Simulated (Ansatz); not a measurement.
# Cl₂H₂S₂Sn: small, medium and large basis sets

Aim: see how fast density functionals converge with the basis set for Cl₂H₂S₂Sn.

The runs use Ansatz 0.2.0, Gaussian basis; one geometry, several basis sets.

Levels to be run: PBE0-D4/def2-SVP; ωB97M-V/def2-SVP; PBE0-D4/def2-QZVPP; ωB97M-V/def2-QZVPP; the functionals' def2-TZVPP values are taken from earlier runs.

## (1) The geometry

The geometry comes from an earlier relaxation with PBE0-D4 in a triple-zeta def2 set; it is a stationary point, not always the lowest conformer. Sn takes the def2 core potential; no spin-orbit term is included.

SMILES `[SH][Sn]([SH])([Cl])[Cl]`, 7 atoms, charge 0, spin multiplicity 1.

Atoms are counted from 1 here; the program's logs count them from 0.

Bond lengths: S1–Sn2 2.371 Å, S1–H6 1.345 Å, Sn2–S3 2.371 Å, Sn2–Cl4 2.315 Å, Sn2–Cl5 2.315 Å, S3–H7 1.345 Å. Angles: Sn2–S1–H6 91.4°, S1–Sn2–S3 110.6°, S1–Sn2–Cl4 107.4°, S1–Sn2–Cl5 113.2°, S3–Sn2–Cl4 113.2°, S3–Sn2–Cl5 107.4°, Cl4–Sn2–Cl5 105.0°, Sn2–S3–H7 91.5°.

## (2) PBE0-D4 in def2-SVP

in.yaml

```yaml
crystal:
  periodic: [false, false, false]
  atoms:
    - {symbol: S, position_ang: [-1.477688, 0.996272, 1.446443]}
    - {symbol: Sn, position_ang: [0.014504, 0.018436, -0.114561]}
    - {symbol: S, position_ang: [1.382166, -1.603981, 0.942211]}
    - {symbol: Cl, position_ang: [-1.261451, -0.847600, -1.841214]}
    - {symbol: Cl, position_ang: [1.420075, 1.557482, -1.122038]}
    - {symbol: H, position_ang: [-2.433322, 1.118106, 0.507662]}
    - {symbol: H, position_ang: [2.416917, -1.306715, 0.135797]}
basis:
  gaussian: {orbitals: def2-SVP}
hamiltonian: {xc: pbe0, dispersion: d4}
output: {orbitals: {seedname: orbitals}}
```

On the command line:

```bash
$ ansatz run in.yaml --threads 4 --pin off --events-out ev --progress --plain --max-ram 10444MiB
```

After this run come: ωB97M-V in def2-SVP; PBE0-D4 in def2-QZVPP; ωB97M-V in def2-QZVPP.

Q: Predict the results of all the runs planned. Wanted: PBE0-D4: double and triple zeta above quadruple; ωB97M-V: double and triple zeta above quadruple.

The runs gave:

```
                                       quantity           value
PBE0-D4: double and triple zeta above quadruple  18.02, 1.45 eV
ωB97M-V: double and triple zeta above quadruple  17.79, 1.39 eV
```

What this shows: For PBE0-D4 the step from double to triple zeta gains 16.56 eV and the next only 1.45 eV. Total energies overstate the basis error of differences, where much of it tends to cancel.
